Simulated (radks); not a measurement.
# Ionising lutetium step by step, Lu²⁴⁺ to Lu⁴⁷⁺

One table from this session's results is given with a row withheld; the runs are named, their logs left out.

The numbers are computed with radks (a radial shooting solver on a logarithmic mesh, Libxc functionals) version 1 (scalar-relativistic Kohn-Sham, r2SCAN, spin-polarised, spherical densities, finite nucleus; open shells are filled with parallel spins first), except any that are marked as measured or tabulated.

### The system

```
element             : lutetium (Z = 71)
charges             : 24 to 47
first configuration : [Kr] 4d10 4f1
last configuration  : [Ar] 3d6
```

The outer shells:

Lu²⁴⁺
```
[Kr] core
4d [↑↓][↑↓][↑↓][↑↓][↑↓]
4f [↑ ][  ][  ][  ][  ][  ][  ]
```

Lu⁴⁷⁺
```
[Ar] core
3d [↑↓][↑ ][↑ ][↑ ][↑ ]
```

The first run:

The run's settings:

```text
Z 71
configuration [Kr] 4d10 4f1
relativity scalar-relativistic
functional r2scan,r2scan
spin polarised
nucleus finite rms 5.37 fm
c 137.035999084
```

Among the steps run: Lu²⁴⁺, [Kr] 4d10 4f1.

One table of the session follows, with a row left open; its other results are not shown here.

It belongs to the step «Lu²⁴⁺, [Kr] 4d10 4f1». Sizes of the orbitals, from the radial functions (bohr):

| level | <r> | outermost maximum (interpolated) | 90 % within | nodes |
| --- | --- | --- | --- | --- |
| 4s up | 0.4553 | 0.436 | 0.647 | 3 |
| 4s down | 0.4555 | 0.436 | 0.648 | 3 |
| 4p up | 0.4742 | 0.452 | 0.680 | 2 |
| 4p down | 0.4745 | 0.452 | 0.681 | 2 |
| 4d up | 0.4867 | 0.455 | 0.713 | 1 |
| 4d down | 0.4871 | 0.455 | 0.714 | 1 |
| 4f up | 0.4776 | 0.402 | 0.724 | 0 |
| 4f down | ? | ? | ? | ? |

Q: Estimate the row for 4f down from the others.

As computed: <r>: 0.4780; outermost maximum (interpolated): 0.402; 90 % within: 0.725; nodes: 0. In the column «<r>» it lies between 4f up (0.4776) and 4d up (0.4867).

Caveats from the session: Open shells are spherical and high-spin; term and fine-structure splittings are not resolved.
